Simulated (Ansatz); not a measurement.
# Si2H4OF2 (SMILES O[SiH](F)[SiH2]F): PBE/def2-SVP

What is the energy change on altering one bond length of Si2H4OF2 at PBE/def2-SVP? 

The results are computed with Ansatz 0.2.0.

69 further runs of the same task are left out: 69 set aside as unsound or not needed.

### 1 The structure to begin with

Si2H4OF2 has 9 atoms, charge 0, and is taken as a singlet. As SMILES, `O[SiH](F)[SiH2]F`. The shape is that of a PBE0-D4/def2-TZVP optimisation. This is one conformer, not always the lowest.

Bond lengths: O1–Si2 1.634 Å, Si2–F3 1.601 Å, Si2–Si4 2.358 Å, Si4–F5 1.612 Å, O1–H6 0.959 Å, Si2–H7 1.480 Å, Si4–H8 1.485 Å, Si4–H9 1.487 Å. Some angles: O1–Si2–F3 110.8°, O1–Si2–Si4 109.5°, F3–Si2–Si4 107.8°, Si2–Si4–F5 106.0°, O1–Si2–H7 106.2°, F3–Si2–H7 107.1°, Si4–Si2–H7 115.4°, Si2–O1–H6 118.4°, Si2–Si4–H8 114.0°, Si2–Si4–H9 111.6°.

### 2 A single-point energy at PBE/def2-SVP

input.yaml

```yaml
crystal:
  periodic: [false, false, false]
  atoms:
    - symbol: O
      position_ang: [0.844300, 1.766700, -0.485000]
    - symbol: Si
      position_ang: [0.969400, 0.137800, -0.453100]
    - symbol: F
      position_ang: [0.986700, -0.459700, -1.938500]
    - symbol: Si
      position_ang: [-0.894000, -0.772400, 0.668300]
    - symbol: F
      position_ang: [-2.133900, 0.202600, 0.333800]
    - symbol: H
      position_ang: [-0.014200, 2.154900, -0.665100]
    - symbol: H
      position_ang: [2.284600, -0.163900, 0.153800]
    - symbol: H
      position_ang: [-1.253000, -2.143900, 0.226600]
    - symbol: H
      position_ang: [-0.701500, -0.768300, 2.142300]
basis:
  gaussian:
    orbitals: def2-SVP
hamiltonian:
  xc: {name: PBE}
accuracy: high
output:
  orbitals: {seedname: orbitals}
```

On the command line:

```
$ ansatz run input.yaml --threads 1 --pin off --max-ram 3480MiB --events-out events.jsonl --progress --plain --runs-dir runs
```

What it wrote:

```text
Warning: RAYON_NUM_THREADS=1 ignored (pool sized by the plan → 1); use --threads N
Functional definition: PBE
  name "PBE"
  parameter kappa = 0.804
  parameter beta = 0.06672455060314922
  exchange = pbe_x(kappa = kappa, mu = beta*pi^2/3)
  correlation = pbe_c(beta = beta)
2049 factors; integrals over basis functions are off by at most 5.5e-9 eV
mean field evaluation 1: about -23271.2366 eV, gradient 6.6e1 eV
mean field evaluation 2: about -23230.0399 eV, gradient 1.6e2 eV
mean field evaluation 4: about -23278.1256 eV, gradient 1.4e1 eV
mean field evaluation 8: about -23278.4473 eV, gradient 4.8e-1 eV
mean field evaluation 16: about -23278.4479 eV, gradient 1.9e-5 eV
mean field -23278.44788237 eV, -855.4671809785 hartree, gradient 5.6e-8 eV, S^2 0.000000; 0 other end points of the search recorded, 0 dependent functions left out
reference -23278.44788589 eV, -855.4671811077 hartree; 29, 29 occupied and 69, 69 virtual orbitals, 2049 factors
Total energy: -23278.44788589 eV, -855.4671811077 hartree
```

It took 7.8 s on 1 thread of Arm Neoverse V1, shared host; peak memory 0.25 GiB.

### 3 The distorted shape, same level

run.yaml

```yaml
crystal:
  periodic: [false, false, false]
  atoms:
    - {symbol: O, position_ang: [0.647016, 1.811956, -0.576037]}
    - {symbol: Si, position_ang: [0.772116, 0.183056, -0.544137]}
    - {symbol: F, position_ang: [0.789416, -0.414444, -2.029537]}
    - {symbol: Si, position_ang: [-1.091284, -0.727144, 0.577263]}
    - {symbol: F, position_ang: [-2.331184, 0.247856, 0.242763]}
    - {symbol: H, position_ang: [-0.211484, 2.200156, -0.756137]}
    - {symbol: H, position_ang: [2.284600, -0.163900, 0.153800]}
    - {symbol: H, position_ang: [-1.450284, -2.098644, 0.135563]}
    - {symbol: H, position_ang: [-0.898784, -0.723044, 2.051263]}
basis:
  gaussian: {orbitals: def2-SVP}
hamiltonian: {xc: {name: PBE}}
accuracy: high
output: {orbitals: {seedname: orbitals}}
```

On the command line:

```
$ ansatz run run.yaml --threads 1 --pin off --max-ram 3480MiB --events-out events.jsonl --progress --plain --runs-dir runs
```

What it wrote, cut to the lines that bear on the results:

```text
Warning: RAYON_NUM_THREADS=1 ignored (pool sized by the plan → 1); use --threads N
[... 6 set-up lines as earlier in the session ...]
2042 factors; integrals over basis functions are off by at most 7.4e-9 eV
mean field evaluation 1: about -23270.9397 eV, gradient 6.6e1 eV
mean field evaluation 2: about -23228.1355 eV, gradient 1.6e2 eV
mean field evaluation 4: about -23277.8359 eV, gradient 1.5e1 eV
mean field evaluation 8: about -23278.1830 eV, gradient 5.0e-1 eV
mean field evaluation 16: about -23278.1836 eV, gradient 2.9e-5 eV
mean field -23278.18357590 eV, -855.4574678949 hartree, gradient 7.0e-8 eV, S^2 0.000000; 0 other end points of the search recorded, 0 dependent functions left out
reference -23278.18357944 eV, -855.4574680247 hartree; 29, 29 occupied and 69, 69 virtual orbitals, 2042 factors
Total energy: -23278.18357944 eV, -855.4574680247 hartree
```

It took 7.8 s on 1 thread of Arm Neoverse V1, shared host; peak memory 0.25 GiB.

### 4 What came out

At PBE/def2-SVP:

| quantity | value |
| --- | --- |
| first shape: total energy | -855.46718 Eh |
| first shape: HOMO energy | -6.76 eV |
| first shape: LUMO energy | -1.56 eV |
| first shape: HOMO–LUMO gap | 5.20 eV |
| distorted shape: total energy | -855.45747 Eh |
| distorted shape: HOMO energy | -6.76 eV |
| distorted shape: LUMO energy | -1.63 eV |
| distorted shape: HOMO–LUMO gap | 5.13 eV |
| energy change with the Si2–H7 bond stretched from 1.480 to 1.702 Å | 0.264 eV |

What this shows: With the Si2–H7 bond stretched from 1.480 to 1.702 Å the energy rises by 0.26 eV (6.1 kcal/mol). The first shape isn't relaxed at this level, so the change isn't measured from a minimum.
